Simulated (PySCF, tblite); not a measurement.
# C₆H₁₄O: geometry, infrared bands and NMR shifts

What infrared bands and NMR shifts should C₆H₁₄O (`CCCOC(C)C`) show?

Programs: tblite 0.8.0 and PySCF 2.14.0, with density-fitted response routines of our own. Each step states its level of theory. These are calculated values for one molecule in the gas phase, unless marked as measured. Atoms count from 0, in the outputs and in this text.

### 1 The molecule as given

21 atoms, charge 0, multiplicity 1; geometry from: force field or distance geometry start.

Bonds of the start (Å): C0–C1 1.54, C1–C2 1.49, C2–O3 1.38, O3–C4 1.39, C4–C5 1.53, C4–C6 1.49, C0–H7 1.10, C0–H8 1.11, C0–H9 1.10, C1–H10 1.10, C1–H11 1.11, C2–H12 1.10, C2–H13 1.12, C4–H14 1.12, C5–H15 1.11, C5–H16 1.13, C5–H17 1.10, C6–H18 1.11, C6–H19 1.12, C6–H20 1.11.

### 2 Optimising the geometry with GFN2-xTB

What the job is given:

```
{"job": {"kind": "relax", "xc": "GFN2-xTB", "basis": "xTB"}, "charge": 0, "multiplicity": 1}
C      3.184300     0.360800     0.072700
C      2.062000    -0.674100     0.266000
C      0.784200     0.055400     0.056600
O     -0.357000    -0.703800     0.182200
C     -1.454300     0.119100    -0.039000
C     -2.114600    -0.411000    -1.309100
C     -2.405000     0.239200     1.098600
H      2.879900     0.966200    -0.795700
H      3.187000     0.982900     0.986400
H      4.152900    -0.137700    -0.077100
H      2.163200    -1.182000     1.239800
H      2.215800    -1.417800    -0.549100
H      0.787800     0.503200    -0.946500
H      0.752100     0.854800     0.833700
H     -1.103900     1.158200    -0.272400
H     -2.794300    -1.257900    -1.103700
H     -1.259300    -0.779300    -1.946400
H     -2.568700     0.411800    -1.873700
H     -2.874400    -0.721800     1.398900
H     -3.255200     0.898000     0.780800
H     -1.991500     0.752900     1.996400
```

On the command line:

```bash
$ OMP_NUM_THREADS=1 python probes_run.py task.json out
```

This one command runs all jobs of the session in turn.

**Question.** This job is followed by: GFN2-xTB harmonic vibrations, gas phase; GIAO PBE0/pcSseg-1 NMR shielding, non-relativistic, gas phase. Predict these results of the whole session: strongest single infrared mode (GFN2-xTB); zero-point energy (GFN2-xTB); ¹³C shifts against TMS (PBE0/pcSseg-1, means over atoms taken as alike); ¹H shifts against TMS (PBE0/pcSseg-1, means over atoms taken as alike); ¹⁷O shifts against H2O (PBE0/pcSseg-1); surface potential, 1st and 99th percentile.

**Answer**, as computed:

| quantity | value |
| --- | --- |
| strongest single infrared mode (GFN2-xTB) | 2803 cm⁻¹, 83 km/mol |
| zero-point energy (GFN2-xTB) | 118.9 kcal/mol |
| ¹³C shifts against TMS (PBE0/pcSseg-1, means over atoms taken as alike) | 76.8, 76.0, 28.3, 24.0, 11.7 ppm |
| ¹H shifts against TMS (PBE0/pcSseg-1, means over atoms taken as alike) | 3.57, 3.44, 1.70, 1.18, 0.94 ppm |
| ¹⁷O shifts against H2O (PBE0/pcSseg-1) | 77.9 ppm |
| surface potential, 1st and 99th percentile | -1.48 V and 0.59 V |

In words: The optimisation took 159 steps and gained 0.668 eV; among the close pairs (by a distance rule), C5–H16 changed most, from 1.128 to 1.087 Å. No mode is imaginary among the 57: a minimum at this level. The strongest single mode, at 2803 cm⁻¹, moves mainly H14. GFN2-xTB is a fitted tight-binding method: band positions and strengths are rough. Its intensities can rank the bands wrongly. H14 (hydrogen on an sp3 CH bonded to O) lies farthest downfield among hydrogen, at 3.57 ppm; its carbon carries O, hence the downfield position.
